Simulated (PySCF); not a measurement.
# Al₃H₃S₃: magnetic properties

Computed with PySCF 2.14.0 and routines of our own; the level stands in each step. Atoms count from 0.

### 1 The starting structure

9 atoms, charge 0, multiplicity 1; geometry from: GFN2-xTB.

### 2 Magnetic properties: GIAO PBE/def2-SVP

The job: settings as JSON, then the geometry in Å.

```
{"job": {"kind": "mag", "xc": "PBE", "basis": "def2-SVP"}, "charge": 0, "multiplicity": 1}
Al     0.729310     1.972660    -0.246030
H      1.277180     3.377740    -0.414520
S      0.008470     1.432890     1.757060
Al    -0.738080    -0.629150     1.882000
H     -1.283700    -1.074550     3.227000
S     -0.780850    -2.112070     0.263220
Al     0.003510    -1.341940    -1.637700
H      0.043200    -2.315200    -2.801110
S      0.740970     0.689610    -2.029940
```

Level: GIAO PBE/def2-SVP magnetisability, rotational g tensor and spin-rotation constants, non-relativistic, gas phase.

The run is started by

```
> OMP_NUM_THREADS=1 python excited_run.py task.json out
```

This one command runs all jobs of the session in turn.

Q: Estimate the wall time and peak memory of this first job on 1 thread of Arm Neoverse V1, shared host.

About 17 s, with a peak of 0.5 GiB.
